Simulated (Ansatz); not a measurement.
# CH4AlClSi: single points with varied inputs

Aim: run CH4AlClSi under a spread of inputs, and see what each costs and gives.

Method: the settings change from run to run; program: Ansatz 0.2.0, Gaussian basis.

## Step 1: The relaxed structure

The structure was relaxed beforehand with PBE0-D4 in a triple-zeta def2 set.

8 atoms, charge 0, spin multiplicity 1.

Atoms are counted from 1 here; the program's logs count them from 0.

Bond lengths: Cl1–C2 1.870 Å, Cl1–Al3 2.385 Å, C2–Al3 1.967 Å, C2–Si4 1.906 Å, C2–H5 1.084 Å, Al3–Si4 2.336 Å, Al3–H6 1.574 Å, Si4–H7 1.490 Å, Si4–H8 1.491 Å. Angles: C2–Cl1–Al3 53.4°, Cl1–C2–Al3 76.8°, Cl1–C2–Si4 104.2°, Cl1–C2–H5 107.9°, Al3–C2–Si4 74.2°, Al3–C2–H5 148.2°, Si4–C2–H5 131.5°, Cl1–Al3–C2 49.8°, Cl1–Al3–Si4 78.3°, Cl1–Al3–H6 116.1°, C2–Al3–Si4 51.7°, C2–Al3–H6 139.5°, Si4–Al3–H6 165.3°, C2–Si4–Al3 54.1°, C2–Si4–H7 106.4°, C2–Si4–H8 119.2°, Al3–Si4–H7 115.3°, Al3–Si4–H8 133.9° and more.

As a file:

```
Cl   -1.76447    0.88949    0.36668
C    -0.27850    0.50258   -0.70058
Al    0.51144    0.80144    1.07546
Si    0.30117   -1.20941   -0.09422
H    -0.47641    0.88230   -1.69675
H     1.00161    1.99110    1.98120
H     1.47307   -1.58009   -0.93733
H    -0.67569   -2.33441   -0.05028
```

## Step 2: PBEsol/pcseg-2

This run has density fitting with def2-universal-jkfit, a grid of angular degree 47, finite nuclei.

The input, in.yaml:

```yaml
crystal:
  periodic: [false, false, false]
  atoms:
    - {symbol: Cl, position_ang: [-1.764472, 0.889488, 0.366684]}
    - {symbol: C, position_ang: [-0.278500, 0.502584, -0.700580]}
    - {symbol: Al, position_ang: [0.511441, 0.801436, 1.075465]}
    - {symbol: Si, position_ang: [0.301165, -1.209409, -0.094219]}
    - {symbol: H, position_ang: [-0.476413, 0.882300, -1.696751]}
    - {symbol: H, position_ang: [1.001607, 1.991099, 1.981204]}
    - {symbol: H, position_ang: [1.473068, -1.580086, -0.937326]}
    - {symbol: H, position_ang: [-0.675693, -2.334414, -0.050276]}
basis:
  gaussian: {orbitals: pcseg-2, fitting: {mean_field: def2-universal-jkfit}, final_grid: {core_spheres: 20, valence_spheres: 16, degree: 47}, nuclear_model: gaussian}
hamiltonian: {xc: {name: PBEsol}}
output: {forces: true}
```

The run is started by

```bash
ansatz run in.yaml --threads 2 --pin off --events-out ev --progress --plain --max-ram 4352MiB
```

Output, shortened:

```text
Functional definition: PBEsol
  name "PBEsol"
  cite "Perdew et al., Phys. Rev. Lett. 100, 136406 (2008) doi:10.1103/PhysRevLett.100.136406"
  cite "Perdew, Burke & Ernzerhof, Phys. Rev. Lett. 77, 3865 (1996) doi:10.1103/PhysRevLett.77.3865"
  parent pbesol
[...]
531 factors; integrals over basis functions are off by at most 1.2e0 eV
[...]
mean field -28033.96196915 eV, -1030.2291002642 hartree, gradient 6.5e-5 eV, S^2 0.000000; 0 other end points of the search recorded, 0 dependent functions left out
[...]
reference -28033.96202360 eV, -1030.2291022654 hartree; 27, 27 occupied and 161, 161 virtual orbitals, 531 factors
Total energy: -28033.96202360 eV, -1030.2291022654 hartree
Atom 0 at    -1.764472     0.889488     0.366684 Å, force    -0.001048     0.014102     0.014304 eV/Å
Atom 1 at    -0.278500     0.502584    -0.700580 Å, force     0.018382    -0.101985     0.261906 eV/Å
Atom 2 at     0.511441     0.801436     1.075465 Å, force     0.004305    -0.066655     0.008257 eV/Å
Atom 3 at     0.301165    -1.209409    -0.094219 Å, force    -0.023879     0.086931     0.078316 eV/Å
Atom 4 at    -0.476413     0.882300    -1.696751 Å, force    -0.051001     0.128647    -0.337089 eV/Å
Atom 5 at     1.001607     1.991099     1.981204 Å, force     0.034657     0.140783     0.083813 eV/Å
Atom 6 at     1.473068    -1.580086    -0.937326 Å, force     0.167089    -0.029973    -0.115647 eV/Å
Atom 7 at    -0.675693    -2.334414    -0.050276 Å, force    -0.148504    -0.171851     0.006140 eV/Å
Dipole moment:     0.055335     0.093454    -0.021437 e Å
```

Run time: 3.5 s. Hardware: 2 threads of Arm Neoverse V2, shared host.

Largest force 0.364 eV/Å, dipole 0.53 D.

## Step 3: SPW92/def2-mTZVP

Set apart from the defaults: a grid of angular degree 47.

in.yaml: that of step 2 with these lines changed.

```diff
@@ -12,4 +12,4 @@
 basis:
-  gaussian: {orbitals: pcseg-2, fitting: {mean_field: def2-universal-jkfit}, final_grid: {core_spheres: 20, valence_spheres: 16, degree: 47}, nuclear_model: gaussian}
-hamiltonian: {xc: {name: PBEsol}}
+  gaussian: {orbitals: def2-mTZVP, final_grid: {core_spheres: 20, valence_spheres: 16, degree: 47}}
+hamiltonian: {xc: {name: SPW92}}
 output: {forces: true}
```

Launched as before.

Output, shortened:

```text
Functional definition: SPW92
  name "SPW92"
  cite "Dirac, Proc. Camb. Phil. Soc. 26, 376 (1930) doi:10.1017/S0305004100016108"
  cite "Slater, Phys. Rev. 81, 385 (1951) doi:10.1103/PhysRev.81.385"
  cite "Perdew & Wang, Phys. Rev. B 45, 13244 (1992) doi:10.1103/PhysRevB.45.13244"
[...]
1034 factors; their error is unknown
[...]
mean field -27987.26175018 eV, -1028.5128988717 hartree, gradient 4.5e-5 eV, S^2 0.000000; 0 other end points of the search recorded, 0 dependent functions left out
[...]
reference -27987.26179232 eV, -1028.5129004204 hartree; 27, 27 occupied and 70, 70 virtual orbitals, 1034 factors
Total energy: -27987.26179232 eV, -1028.5129004204 hartree
Atom 0 at    -1.764472     0.889488     0.366684 Å, force    -0.197162     0.059152     0.088095 eV/Å
Atom 1 at    -0.278500     0.502584    -0.700580 Å, force     0.154895    -0.241314     0.351805 eV/Å
Atom 2 at     0.511441     0.801436     1.075465 Å, force     0.045441    -0.130544    -0.137590 eV/Å
Atom 3 at     0.301165    -1.209409    -0.094219 Å, force    -0.034947     0.197261     0.044739 eV/Å
Atom 4 at    -0.476413     0.882300    -1.696751 Å, force    -0.005098     0.141299    -0.341687 eV/Å
Atom 5 at     1.001607     1.991099     1.981204 Å, force     0.026688     0.160001     0.096097 eV/Å
Atom 6 at     1.473068    -1.580086    -0.937326 Å, force     0.167206    -0.019474    -0.108543 eV/Å
Atom 7 at    -0.675693    -2.334414    -0.050276 Å, force    -0.157023    -0.166381     0.007083 eV/Å
Dipole moment:     0.065869     0.085682    -0.019134 e Å
```

It took 1.6 s on 2 threads of Arm Neoverse V2, shared host.

Largest force 0.454 eV/Å, dipole 0.53 D.

## Step 4: B97/STO-3G

Options: charge -1, multiplicity 2, high accuracy.

in.yaml: that of step 3 with these lines changed.

```diff
@@ -12,4 +12,6 @@
 basis:
-  gaussian: {orbitals: def2-mTZVP, final_grid: {core_spheres: 20, valence_spheres: 16, degree: 47}}
-hamiltonian: {xc: {name: SPW92}}
-output: {forces: true}
+  gaussian: {orbitals: STO-3G}
+total_charge: -1
+magnetization: {spin_polarized: true, initial_magnetization: 1}
+hamiltonian: {xc: {name: B97}}
+accuracy: high
```

Same command.

Output, shortened:

```text
Functional definition: B97
  name "B97"
  cite "Becke, J. Chem. Phys. 107, 8554 (1997) doi:10.1063/1.475007"
[...]
      + integral(e_c_pw_opposite_spin*poly(b97_u_opposite, cos0, cos1, cos2))
750 factors; integrals over basis functions are off by at most 1.9e-8 eV
[...]
mean field -27767.73051807 eV, -1020.4452748952 hartree, gradient 5.7e-8 eV, S^2 0.753386; 3 other end points of the search recorded, 0 dependent functions left out
reference -27767.73051958 eV, -1020.4452749509 hartree; 28, 27 occupied and 8, 9 virtual orbitals, 750 factors
Total energy: -27767.73051958 eV, -1020.4452749509 hartree
```

Wall time 14 s (2 threads of Arm Neoverse V2, shared host); peak memory 0.66 GiB.

⟨S²⟩ 0.753.

## Step 5: B97/def2-SVP

Set apart from the defaults: the search for lower states set to off.

in.yaml: that of step 4 with these lines changed.

```diff
@@ -12,6 +12,5 @@
 basis:
-  gaussian: {orbitals: STO-3G}
-total_charge: -1
-magnetization: {spin_polarized: true, initial_magnetization: 1}
+  gaussian: {orbitals: def2-SVP}
 hamiltonian: {xc: {name: B97}}
-accuracy: high
+scf: {lower_state_search: off}
+output: {forces: true}
```

The command is unchanged.

Output, shortened:

```text
Functional definition: B97
  name "B97"
  cite "Becke, J. Chem. Phys. 107, 8554 (1997) doi:10.1063/1.475007"
[...]
      + integral(e_c_pw_opposite_spin*poly(b97_u_opposite, cos0, cos1, cos2))
[...]
836 factors; integrals over basis functions are off by at most 1.2e-3 eV
[...]
mean field -28084.43251921 eV, -1032.0838587689 hartree, gradient 3.2e-6 eV, S^2 0.000000; 0 other end points of the search recorded, 0 dependent functions left out
[...]
reference -28084.43254300 eV, -1032.0838596431 hartree; 27, 27 occupied and 61, 61 virtual orbitals, 836 factors
Total energy: -28084.43254300 eV, -1032.0838596431 hartree
Atom 0 at    -1.764472     0.889488     0.366684 Å, force    -0.796199     0.201797     0.281371 eV/Å
Atom 1 at    -0.278500     0.502584    -0.700580 Å, force     0.345512    -0.043652    -0.110837 eV/Å
Atom 2 at     0.511441     0.801436     1.075465 Å, force     0.309607     0.170198     0.239680 eV/Å
Atom 3 at     0.301165    -1.209409    -0.094219 Å, force     0.129256    -0.368941     0.029689 eV/Å
Atom 4 at    -0.476413     0.882300    -1.696751 Å, force    -0.038443     0.159290    -0.405724 eV/Å
Atom 5 at     1.001607     1.991099     1.981204 Å, force     0.022170     0.033326     0.034122 eV/Å
Atom 6 at     1.473068    -1.580086    -0.937326 Å, force     0.111925    -0.049299    -0.067154 eV/Å
Atom 7 at    -0.675693    -2.334414    -0.050276 Å, force    -0.083827    -0.102719    -0.001146 eV/Å
Dipole moment:     0.048738     0.101503    -0.008153 e Å
Checks for a lower state left out: stability, starts, cluster_reference, orbital_swaps, neighbouring_geometries, increment
```

Wall time 2.8 s (2 threads of Arm Neoverse V2, shared host).

Largest force 0.868 eV/Å, dipole 0.54 D.

## Step 6: B2PLYP/aug-pcseg-2

in.yaml: that of step 5 with these lines changed.

```diff
@@ -12,5 +12,4 @@
 basis:
-  gaussian: {orbitals: def2-SVP}
-hamiltonian: {xc: {name: B97}}
-scf: {lower_state_search: off}
+  gaussian: {orbitals: aug-pcseg-2}
+hamiltonian: {xc: {name: B2PLYP}}
 output: {forces: true}
```

The command is unchanged.

Output, shortened:

```text
Functional definition: B2PLYP
  name "B2PLYP"
  cite "Grimme, J. Chem. Phys. 124, 034108 (2006) doi:10.1063/1.2148954"
  cite "Becke, Phys. Rev. A 38, 3098 (1988) doi:10.1103/PhysRevA.38.3098"
  cite "Lee, Yang & Parr, Phys. Rev. B 37, 785 (1988) doi:10.1103/PhysRevB.37.785"
[...]
1797 factors; integrals over basis functions are off by at most 8.2e-4 eV
[...]
mean field -28083.16179885 eV, -1032.0371606571 hartree, gradient 4.2e-6 eV, S^2 0.000000; 0 other end points of the search recorded, 0 dependent functions left out
16 core orbitals not correlated: weight in the atoms' cores, before any rotation towards them, 1.000 or more for the frozen orbitals, at most 0.000 for the correlated occupied ones
reference -28083.16200781 eV, -1032.0371683360 hartree; 11, 11 occupied and 261, 261 virtual orbitals, 1797 factors
second order -18.57753106 eV of doubles, -0.00000000 eV of singles
[...]
Total energy: -28088.17794119 eV, -1032.2215004881 hartree
Atom 0 at    -1.764472     0.889488     0.366684 Å, force    -0.354248     0.099281     0.145369 eV/Å
Atom 1 at    -0.278500     0.502584    -0.700580 Å, force     0.184413     0.019931    -0.295794 eV/Å
Atom 2 at     0.511441     0.801436     1.075465 Å, force     0.129703     0.163713     0.133270 eV/Å
Atom 3 at     0.301165    -1.209409    -0.094219 Å, force     0.073003    -0.254856    -0.095453 eV/Å
Atom 4 at    -0.476413     0.882300    -1.696751 Å, force     0.027321    -0.050507     0.118490 eV/Å
Atom 5 at     1.001607     1.991099     1.981204 Å, force    -0.039306    -0.113829    -0.075649 eV/Å
Atom 6 at     1.473068    -1.580086    -0.937326 Å, force    -0.117517     0.025585     0.078488 eV/Å
Atom 7 at    -0.675693    -2.334414    -0.050276 Å, force     0.096631     0.110682    -0.008721 eV/Å
Dipole moment:     0.088323     0.082264    -0.004001 e Å
```

Run time: 40 s. Hardware: 2 threads of Arm Neoverse V2, shared host; peak memory 1.1 GiB.

Largest force 0.396 eV/Å, dipole 0.58 D.

## Step 7: B3LYP/def2-mTZVPP

Set apart from the defaults: D4 dispersion.

in.yaml: that of step 6 with these lines changed.

```diff
@@ -12,4 +12,3 @@
 basis:
-  gaussian: {orbitals: aug-pcseg-2}
-hamiltonian: {xc: {name: B2PLYP}}
-output: {forces: true}
+  gaussian: {orbitals: def2-mTZVPP}
+hamiltonian: {xc: {name: B3LYP}, dispersion: d4}
```

The command is unchanged.

Output, shortened:

```text
Functional definition: B3LYP
  name "B3LYP"
  cite "Stephens, Devlin, Chabalowski & Frisch, J. Phys. Chem. 98, 11623 (1994) doi:10.1021/j100096a001"
  cite "Becke, Phys. Rev. A 38, 3098 (1988) doi:10.1103/PhysRevA.38.3098"
  cite "Lee, Yang & Parr, Phys. Rev. B 37, 785 (1988) doi:10.1103/PhysRevB.37.785"
  cite "Vosko, Wilk & Nusair, Can. J. Phys. 58, 1200 (1980) doi:10.1139/p80-159"
[...]
1184 factors; their error is unknown
[...]
mean field -28100.01155227 eV, -1032.6563776741 hartree, gradient 2.9e-5 eV, S^2 0.000000; 0 other end points of the search recorded, 0 dependent functions left out
reference -28100.01183379 eV, -1032.6563880197 hartree; 27, 27 occupied and 88, 88 virtual orbitals, 1184 factors
Total energy: -28100.36288522 eV, -1032.6692889217 hartree
```

It took 1.6 s on 2 threads of Arm Neoverse V2, shared host.

## Step 8: B3LYP/aug-cc-pVTZ

Options: charge +1, multiplicity 2.

in.yaml: that of step 7 with these lines changed.

```diff
@@ -12,3 +12,5 @@
 basis:
-  gaussian: {orbitals: def2-mTZVPP}
-hamiltonian: {xc: {name: B3LYP}, dispersion: d4}
+  gaussian: {orbitals: aug-cc-pVTZ}
+total_charge: 1
+magnetization: {spin_polarized: true, initial_magnetization: 1}
+hamiltonian: {xc: {name: B3LYP}}
```

The command is unchanged.

Output, shortened:

```text
Functional definition: B3LYP
  name "B3LYP"
  cite "Stephens, Devlin, Chabalowski & Frisch, J. Phys. Chem. 98, 11623 (1994) doi:10.1021/j100096a001"
  cite "Becke, Phys. Rev. A 38, 3098 (1988) doi:10.1103/PhysRevA.38.3098"
  cite "Lee, Yang & Parr, Phys. Rev. B 37, 785 (1988) doi:10.1103/PhysRevB.37.785"
  cite "Vosko, Wilk & Nusair, Can. J. Phys. 58, 1200 (1980) doi:10.1139/p80-159"
[...]
1516 factors; their error is unknown
[...]
mean field -28092.50402850 eV, -1032.3804812644 hartree, gradient 5.4e-5 eV, S^2 0.756412; 2 other end points of the search recorded, 0 dependent functions left out
reference -28092.50432625 eV, -1032.3804922065 hartree; 27, 26 occupied and 261, 262 virtual orbitals, 1516 factors
Total energy: -28092.50432625 eV, -1032.3804922065 hartree
```

It took 33 s on 2 threads of Arm Neoverse V2, shared host; peak memory 1.3 GiB.

⟨S²⟩ 0.756.

## Step 9: B3LYP5/STO-3G

Set apart from the defaults: the search for lower states set to full.

in.yaml: that of step 8 with these lines changed.

```diff
@@ -12,5 +12,5 @@
 basis:
-  gaussian: {orbitals: aug-cc-pVTZ}
-total_charge: 1
-magnetization: {spin_polarized: true, initial_magnetization: 1}
-hamiltonian: {xc: {name: B3LYP}}
+  gaussian: {orbitals: STO-3G}
+hamiltonian: {xc: {name: B3LYP5}}
+scf: {lower_state_search: full}
+output: {forces: true}
```

Same command.

Output, shortened:

```text
Functional definition: B3LYP5
  name "B3LYP5"
  cite "Stephens, Devlin, Chabalowski & Frisch, J. Phys. Chem. 98, 11623 (1994) doi:10.1021/j100096a001"
  cite "Becke, Phys. Rev. A 38, 3098 (1988) doi:10.1103/PhysRevA.38.3098"
  cite "Lee, Yang & Parr, Phys. Rev. B 37, 785 (1988) doi:10.1103/PhysRevB.37.785"
  cite "Vosko, Wilk & Nusair, Can. J. Phys. 58, 1200 (1980) doi:10.1139/p80-159"
[...]
411 factors; integrals over basis functions are off by at most 6.1e-5 eV
[...]
mean field -27771.90337507 eV, -1020.5986245617 hartree, gradient 2.9e-5 eV, S^2 0.000000; 0 other end points of the search recorded, 0 dependent functions left out
[...]
reference -27771.90355919 eV, -1020.5986313278 hartree; 27, 27 occupied and 9, 9 virtual orbitals, 411 factors
Total energy: -27771.90355919 eV, -1020.5986313278 hartree
Atom 0 at    -1.764472     0.889488     0.366684 Å, force    -1.886243     0.384195     1.153236 eV/Å
Atom 1 at    -0.278500     0.502584    -0.700580 Å, force     2.088733    -0.093633     0.145825 eV/Å
Atom 2 at     0.511441     0.801436     1.075465 Å, force     0.186616    -0.539913    -0.946202 eV/Å
Atom 3 at     0.301165    -1.209409    -0.094219 Å, force     0.535622     0.343762     0.799826 eV/Å
Atom 4 at    -0.476413     0.882300    -1.696751 Å, force    -0.167749     0.253701    -0.635977 eV/Å
Atom 5 at     1.001607     1.991099     1.981204 Å, force    -0.499864    -1.102715    -0.825269 eV/Å
Atom 6 at     1.473068    -1.580086    -0.937326 Å, force    -0.789616     0.137151     0.490300 eV/Å
Atom 7 at    -0.675693    -2.334414    -0.050276 Å, force     0.532499     0.617452    -0.181739 eV/Å
Dipole moment:     0.406160     0.001520     0.260754 e Å
```

Run time: 0.75 s. Hardware: 2 threads of Arm Neoverse V2, shared host.

Largest force 2.244 eV/Å, dipole 2.32 D.

## Step 10: revPBE0/6-31G

This run has charge -1, multiplicity 2, density fitting with cc-pVTZ-jkfit, D3(BJ) dispersion.

in.yaml: that of step 9 with these lines changed.

```diff
@@ -12,5 +12,6 @@
 basis:
-  gaussian: {orbitals: STO-3G}
-hamiltonian: {xc: {name: B3LYP5}}
-scf: {lower_state_search: full}
+  gaussian: {orbitals: 6-31G, fitting: {mean_field: cc-pVTZ-jkfit}}
+total_charge: -1
+magnetization: {spin_polarized: true, initial_magnetization: 1}
+hamiltonian: {xc: {name: revPBE0}, dispersion: d3bj}
 output: {forces: true}
```

Same command.

Output, shortened:

```text
Functional definition: revPBE0
  name "revPBE0"
  cite "Zhang & Yang, Phys. Rev. Lett. 80, 890 (1998) doi:10.1103/PhysRevLett.80.890"
  cite "Adamo & Barone, J. Chem. Phys. 110, 6158 (1999) doi:10.1063/1.478522"
  cite "Perdew, Burke & Ernzerhof, Phys. Rev. Lett. 77, 3865 (1996) doi:10.1103/PhysRevLett.77.3865"
[...]
562 factors; integrals over basis functions are off by at most 1.1e-3 eV
[...]
mean field -28088.33636282 eV, -1032.2273223755 hartree, gradient 7.9e-6 eV, S^2 0.757554; 5 other end points of the search recorded, 0 dependent functions left out
[...]
reference -28088.33640503 eV, -1032.2273239265 hartree; 28, 27 occupied and 28, 29 virtual orbitals, 562 factors
Total energy: -28088.77691865 eV, -1032.2435125035 hartree
Atom 0 at    -1.764472     0.889488     0.366684 Å, force    -4.950027     0.877781     0.826505 eV/Å
Atom 1 at    -0.278500     0.502584    -0.700580 Å, force     1.386974    -0.110448    -1.349422 eV/Å
Atom 2 at     0.511441     0.801436     1.075465 Å, force     3.065985     0.227068     0.357423 eV/Å
Atom 3 at     0.301165    -1.209409    -0.094219 Å, force     0.646200    -0.235017     0.315267 eV/Å
Atom 4 at    -0.476413     0.882300    -1.696751 Å, force     0.236994    -0.001576    -0.055104 eV/Å
Atom 5 at     1.001607     1.991099     1.981204 Å, force    -0.212672     0.322934     0.452804 eV/Å
Atom 6 at     1.473068    -1.580086    -0.937326 Å, force     0.289994    -0.559711    -0.310511 eV/Å
Atom 7 at    -0.675693    -2.334414    -0.050276 Å, force    -0.463446    -0.521031    -0.236961 eV/Å
Dipole moment:    -0.620704    -0.179254    -0.441042 e Å
```

Run time: 3 s. Hardware: 2 threads of Arm Neoverse V2, shared host.

Largest force 5.095 eV/Å, ⟨S²⟩ 0.758.

## Step 11: All runs side by side

| level | charge | multiplicity | geometry | functions | energy (eV) | time |
| --- | --- | --- | --- | --- | --- | --- |
| PBEsol/pcseg-2 | 0 | 1 | relaxed | 188 | -28033.962 | 3.5 s |
| SPW92/def2-mTZVP | 0 | 1 | relaxed | 97 | -27987.262 | 1.6 s |
| B97/STO-3G | -1 | 2 | relaxed | 36 | -27767.731 | 14 s |
| B97/def2-SVP | 0 | 1 | relaxed | 88 | -28084.433 | 2.8 s |
| B2PLYP/aug-pcseg-2 | 0 | 1 | relaxed | 288 | -28088.178 | 40 s |
| B3LYP/def2-mTZVPP | 0 | 1 | relaxed | 115 | -28100.363 | 1.6 s |
| B3LYP/aug-cc-pVTZ | 1 | 2 | relaxed | 288 | -28092.504 | 33 s |
| B3LYP5/STO-3G | 0 | 1 | relaxed | 36 | -27771.904 | 0.75 s |
| revPBE0/6-31G | -1 | 2 | relaxed | 56 | -28088.777 | 3 s |

## Step 12: What came out

| quantity | value |
| --- | --- |
| runs | 9 |
| quickest | B3LYP5/STO-3G, 0.75 s |
| slowest | B2PLYP/aug-pcseg-2, 40 s |
| spread of total energies, same state and geometry | 328.5 eV |
| dipole, same state and geometry | 0.53 to 2.32 D |

What this shows: Run time spans a factor of 53, from B3LYP5/STO-3G to B2PLYP/aug-pcseg-2. The jobs differ in tasks and options as well as level. The totals spread over 328 eV; they can't be compared across methods or bases. At the PBE0-D4/def2-TZVP geometry and in the same state, runs without warnings or point charges leave forces up to 2.24 eV/Å (B3LYP5/STO-3G). At that geometry and state the dipole changes by 340 % between the lowest and highest value.
